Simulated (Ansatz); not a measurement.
Working through a small convex hull of the Hf-Zn system

Program: the Python package of Ansatz (0.2.0).

Notebook, run cell by cell (the value of a cell's last expression is shown):

**Cell 1**
```python
from collections import Counter
import warnings

import ansatz as az
from ase import Atoms
import numpy as np
from scipy.spatial import ConvexHull
```

**Cell 2**
```python
def solve(name, crystal):
    calc = (
        crystal.calculation()
        .functional("pbesol")
        .basis(35 * az.Ry)
        .kpoints(spacing=0.3)
        .occupations("gaussian", width=0.05)
    )
    calc = calc.relax(force_tolerance=0.01, max_steps=40, cell=True)
    return calc.run(threads=1)
```

**Cell 3**
```python
def counts(outcome):
    return Counter(site.symbol for site in outcome.lattice.sites)
```

**Cell 4**
```python
def formation_energy(outcome, mu):
    n = counts(outcome)
    return (outcome.report["energy_sigma0_ev"] - sum(k * mu[element] for element, k in n.items())) / sum(n.values())

warnings.simplefilter("ignore")
```

**Cell 5**
```python
phases = {}
atoms = Atoms(
    ["Hf", "Zn"],
    scaled_positions=[
        (0.5, 0.5, 0.5),
        (0.0, 0.0, 0.0),
    ],
    cell=[
        (3.275105, 0.0, 0.0),
        (0.0, 3.275105, 0.0),
        (0.0, 0.0, 3.275105),
    ],
    pbc=True,
)
hfzn_pm_3m = az.Crystal.from_ase(atoms)
phases["HfZn Pm-3m"] = hfzn_pm_3m
hfzn2_fd_3m = (
    az.Lattice.fcc(7.32)
    .space_group(227, origin_choice=1)
    .atom("Hf", (0.0, 0.0, 0.5))
    .atom("Zn", (0.125, 0.125, 0.125))
    .primitive()
)
phases["HfZn2 Fd-3m"] = hfzn2_fd_3m
hf = (
    az.Lattice.from_parameters(3.1967, 3.1967, 5.0578, alpha=90, beta=90, gamma=120)
    .space_group(194)
    .atom("Hf", (1 / 3, 2 / 3, 0.25))
)
phases["Hf"] = hf
zn = (
    az.Lattice.from_parameters(2.67, 2.67, 4.966, alpha=90, beta=90, gamma=120)
    .space_group(194)
    .atom("Zn", (1 / 3, 2 / 3, 0.25))
)
phases["Zn"] = zn

done = {name: solve(name, crystal) for name, crystal in phases.items()}
```

**Cell 6**
```python
# energy of one atom in its reference phase
references = {"Hf": "Hf", "Zn": "Zn"}
mu = {element: done[name].report["energy_sigma0_ev"] / len(done[name].lattice.sites) for element, name in references.items()}
points = sorted((counts(o)["Zn"] / len(o.lattice.sites), formation_energy(o, mu), name) for name, o in done.items())
```

**Cell 7**
```python
xy = np.array([(x, e) for x, e, _ in points] + [(0.5, 10.0)])
hull = sorted(tuple(xy[i]) for i in ConvexHull(xy).vertices if xy[i, 1] < 5)
rows = [(name, x, e, e - np.interp(x, *zip(*hull))) for x, e, name in points]
print("     phase       x(Zn)  E_form (eV/atom)  above hull (eV/atom)")
for row in rows:
    print(f"{str(row[0]):>10}  {row[1]:10.3f}  {row[2]:16.4f}  {row[3]:20.4f}")
print("on the hull of these phases:", ", ".join(row[0] for row in rows if row[3] < 1e-6))
```
Output:
```text
     phase       x(Zn)  E_form (eV/atom)  above hull (eV/atom)
        Hf       0.000            0.0000                0.0000
HfZn Pm-3m       0.500           -0.2144                0.0000
HfZn2 Fd-3m       0.667           -0.2315                0.0000
        Zn       1.000            0.0000                0.0000
on the hull of these phases: Hf, HfZn Pm-3m, HfZn2 Fd-3m, Zn
```

Reading the output:
- Spin is left out of this run.
- Spin-orbit coupling, which matters for elements this heavy, is left out.
- The cells come from databases of deposited and of computed structures, and not all need be stable phases.
- Differences under about 40 meV an atom lie within the error of mesh and functional, so such verdicts may flip; only the cells listed enter the hull.
- Finished in 39 s on 1 thread of Arm Neoverse V2, with other jobs on the host, peak memory 0.54 GiB.
